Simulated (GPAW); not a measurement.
Write an ASE script for GPAW 26.7.0 that does the following.

```
Task                : relaxation of cell and atoms
Functional          : PBEsol
Potentials or basis : PAW data sets generated in the run's folder for this functional
Cutoff              : 600 eV
Basis               : pw
k mesh              : 5 × 5 × 4
Occupations         : fermi-dirac, width 0.05 eV
Spin                : no spin polarisation
Maxiter             : 150
Optimizer           : BFGS
Fmax                : 0.02 eV/Å
Max steps           : 60
Convergence         : density=1e-05 forces=0.0001
```

Crystal: Al3Pt2.

```
Pt Al
1.0
     4.20714    0.00000    0.00000
    -2.10357    3.64349    0.00000
     0.00000    0.00000    5.18896
Pt Al
2 3
Direct
  0.66667 0.33333 0.83387
  0.33333 0.66667 0.16613
  0.66667 0.33333 0.35317
  0.33333 0.66667 0.64683
  0.00000 0.00000 0.00000
```

The cell comes from a database or a generator and needn't be the stable form of this composition.

These files were run (other wordings do the same):

run.py

```python
from ase import Atoms
from ase.filters import FrechetCellFilter
from ase.io import write
from ase.optimize import BFGS
from gpaw import GPAW, PW, setup_paths

setup_paths.insert(0, '.')

atoms = Atoms(['Pt', 'Pt', 'Al', 'Al', 'Al'],
              cell=[[4.2071400339, 0.0, 0.0],
                    [-2.103570017, 3.6434901467, 0.0],
                    [0.0, 0.0, 5.18896172]],
              scaled_positions=[[0.6666666667, 0.3333333333, 0.8338745],
                                [0.3333333333, 0.6666666667, 0.1661255],
                                [0.6666666667, 0.3333333333, 0.35316977],
                                [0.3333333333, 0.6666666667, 0.64683023],
                                [0.0, 0.0, 0.0]],
              pbc=True)

calc = GPAW(mode=PW(600),
            xc='PBEsol',
            kpts={'size': (5, 5, 4), 'gamma': True},
            occupations={'name': 'fermi-dirac', 'width': 0.05},
            nbands=38,
            convergence={'density': 1e-05, 'forces': 0.0001},
            maxiter=150,
            txt='gpaw.txt')
atoms.calc = calc
opt = BFGS(FrechetCellFilter(atoms), trajectory='relax.traj', logfile='-')
done = opt.run(fmax=0.02, steps=60)
calc.write('gs.gpw')
write('result.traj', atoms)
print('Converged:', done)
print('Cell:', atoms.cell.cellpar().round(4))
print('Volume:', round(atoms.get_volume(), 4))
print(atoms.get_scaled_positions().round(5))
```

Potentials or basis: PAW data sets generated in the run's folder for this functional, pw.

Run with:

```bash
$ gpaw-setup -f PBEsol Al Pt
$ OMP_NUM_THREADS=1 python run.py
```

Results of the run:

| Property | Result |
| --- | --- |
| Relaxed volume | 15.95 Å³/atom |
| Relaxed cell | a = 4.227 Å, b = 4.227 Å, c = 5.156 Å, α = 90.00°, β = 90.00°, γ = 120.00° |
| Space group after relaxing (to 0.05 Å) | P-3m1 (No. 164) |
| Energy gained by relaxing | 1.5 meV/atom |
| Ionic steps | 7 |
| Pressure after relaxing | -0.1 GPa |
| Largest force after relaxing | 0.018 eV/Å |
| Band gap on the k mesh | none (metal or under the smearing width) |

Caveat: later steps reuse the first step's grids.

It took 2.4 min on 1 thread of Intel(R) Xeon(R) Platinum 8375C CPU @ 2.90GHz (Ice Lake) (shared host), peak memory 0.32 GiB.
